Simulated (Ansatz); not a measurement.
The system is Ba2Tl5V3O12.

```
Ba V Tl O
1.0
     8.15421    0.00000    0.00000
    -4.07711    7.06176    0.00000
     0.00000    0.00000    6.92128
Ba V Tl O
2 3 5 12
Direct
  0.00000 0.00000 0.23552
  0.00000 0.00000 0.76448
  0.50000 0.00000 0.00000
  0.00000 0.50000 0.00000
  0.50000 0.50000 0.00000
  0.50000 0.00000 0.50000
  0.00000 0.50000 0.50000
  0.50000 0.50000 0.50000
  0.33333 0.66667 0.22489
  0.66667 0.33333 0.77511
  0.33890 0.34334 0.81444
  0.65666 0.99556 0.81444
  0.00444 0.66110 0.81444
  0.34334 0.33890 0.18556
  0.99556 0.65666 0.18556
  0.66110 0.00444 0.18556
  0.66110 0.65666 0.18556
  0.34334 0.00444 0.18556
  0.99556 0.33890 0.18556
  0.65666 0.66110 0.81444
  0.00444 0.34334 0.81444
  0.33890 0.99556 0.81444
```

The cell was built by a generator and needn't be a form met in nature.

Base run:

* Program: Ansatz 0.2.0
* Functional: r2SCAN
* Potentials or basis: Ansatz PAW
* Cutoff: 500 eV
* Density cutoff: 2000 eV
* k mesh: 4 × 4 × 4
* Occupations: fermi-dirac, width 0.05 eV
* Spin: collinear spin, ferromagnetic start
* Starting moments: [0.0, 0.0, 2.0, 2.0, 2.0, 0.0, 0.0, 0.0, 0.0, 0.0, 0.0, 0.0, 0.0, 0.0, 0.0, 0.0, 0.0, 0.0, 0.0, 0.0, 0.0, 0.0] μB

Its results: band gap on the k mesh none (metal or under the smearing width); pressure -2.8 GPa; net moment 0.00 μB per cell; largest force 0.403 eV/Å.

Question: The run is repeated on the same cell with these changes: functional from r2SCAN to BLYP; cutoff from 500 eV to 420 eV; density cutoff from 2000 eV to 1680 eV. What comes out?

Answer: Band gap on the k mesh none (metal or under the smearing width); pressure 3.8 GPa; net moment 0.00 μB per cell; largest force 0.161 eV/Å.

Caveats: semilocal functionals often make such compounds metallic where correlation or magnetic order opens a gap, which also shifts bond lengths; the PAW data sets come from PBE, with cores solved anew for the run's functional, which leaves a small shift of forces and pressure; the magnetic or orbital state may not be the lowest (some runs); the potentials were made for another functional, which shifts forces and pressure (some runs).

Not every run made on this cell is shown here.
